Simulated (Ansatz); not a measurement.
Run this with Ansatz's Python interface and show what comes out.

`limg.vasp`
```text
LiMg
1.0
   3.37818500    0.00000000    0.00000000
   0.00000000    3.37818500    0.00000000
   0.00000000    0.00000000    3.55261000
Li Mg
1 1
Direct
   0.00000000    0.00000000    0.00000000
   0.50000000    0.50000000    0.50000000
```

`limg.py`
```python
"""Cutting and solving a surface of LiMg."""

import ansatz as az
from ase.build import surface
from ase.io import read
import numpy as np

config = {
    "cutoff_ev": 510,
    "xc": "PBEsol",
    "filling": "Fermi-Dirac",
    "width_ev": 0.1,
    "max_iterations": 90,
}

atoms = read("limg.vasp", format="vasp")
# the plane is named in the basis of this cell
slab = surface(atoms, (1, 0, 1), 4, vacuum=7.0)
slab.pbc = (True, True, False)

print(slab.get_chemical_formula(), "area {:.3f} A^2, cell height {:.2f} A".format(np.linalg.norm(np.cross(slab.cell[0], slab.cell[1])), slab.cell[2, 2]))


def prepared(structure):
    return (
        az.Crystal.from_ase(structure).calculation()
        .basis(config["cutoff_ev"])
        .functional(config["xc"])
        .occupations(config["filling"], width=config["width_ev"])
        .scf(max_iterations=config["max_iterations"])
    )


calculation = prepared(slab).kpoints(4, 5, 1).potential().forces()
out = calculation.run()
data = out.report

print(f"slab free energy {data['free_energy_ev']:.4f} eV, Fermi level {data['fermi_energy_ev']:.3f} eV")
print("vacuum reading:", {k: round(v, 3) for k, v in data.get("vacuum", {}).items() if isinstance(v, float)})

# two faces, so half the excess energy for each
bulk = prepared(atoms).kpoints(7, 7, 6).run().report
excess = data["free_energy_ev"] - bulk["free_energy_ev"] * len(slab) / len(atoms)
area = np.linalg.norm(np.cross(slab.cell[0], slab.cell[1]))
print(f"mean surface energy {excess / (2 * area) * 16.02177:.3f} J/m^2 ({1000 * excess / (2 * area):.1f} meV/A^2)")

v = out.potential()
profile = (v.v_es_ev + (0 if v.v_field_ev is None else v.v_field_ev)).mean(axis=(0, 1))
height = out.lattice.cell_ang[2][2]
print("z (A)   planar potential less the Fermi level (eV)")
for i in range(0, len(profile), max(len(profile) // 24, 1)):
    print(f"{i * height / len(profile):6.2f} {profile[i] - data['fermi_energy_ev']:9.3f}")
```

```console
$ python limg.py
Li4Mg4 area 16.561 A^2, cell height 21.34 A
DeckWarning: crystal.periodic: the lattice vector that does not repeat stood 0.000° off the slab's normal, 21.344 Å along it as the deck builds it. The run solves the slab on a vector along the normal, 38.488 Å long, with every atom where it was (on the deck's vector they left 14.00 Å outside them, and the widest [...]
RunWarning: The input density's exchange-correlation potential varies sharply where the density is thin. Do not read a vacuum level from v_tot or v_xc, or from such a field of the output density. On a cell that repeats whose density bears no net charge and no dipole along the vacuum's axis use v_es (v_loc + v_h of the [...]
slab free energy -8459.2065 eV, Fermi level -3.633 eV
vacuum reading: {'free_states_from_ev': -0.0, 'bound_up_to_ev': -0.043}
mean surface energy 0.748 J/m^2 (46.7 meV/A^2)
z (A)   planar potential less the Fermi level (eV)
  0.00     3.633
  1.60     3.632
  3.21     3.623
  4.81     3.349
  6.41    -2.577
  8.02     0.887
  9.62    -7.606
 11.23    -1.132
 12.83     0.562
 14.43    -8.478
 16.04     2.848
 17.64     3.606
 19.24     3.632
 20.85     3.633
 22.45     3.633
 24.06     3.633
 25.66     3.633
 27.26     3.633
 28.87     3.633
 30.47     3.633
 32.07     3.633
 33.68     3.633
 35.28     3.633
 36.88     3.633
```
(Warnings from the package without file and line, shortened.)

Caveats:
- Total energies depend on the potentials; only differences at equal settings carry meaning. A total without «per atom» is that of the cell as typed.
- The mesh is modest for a metal, so energies can be off by several to tens of meV an atom and pressures by half a GPa or more; differences at equal mesh fare better.
- Only differences from the Fermi energy are physical; the zero of the scale is a convention.
- The structure comes from a database of computed cells and needn't be a stable or known phase.
- The slab is thin and cut from the structure as given; a cut can leave two unlike or polar faces, and the surface energy is then their mean. Miller indices refer to the vectors of the cell as typed, and the lattice isn't relaxed for this functional, so relaxation and surface energy can hold strain.
- Finished in 25 s on 1 thread of Arm Neoverse V1, on a shared host, peak memory 0.91 GiB.

(Lines on the test bed's own set-up are left out of the output.)
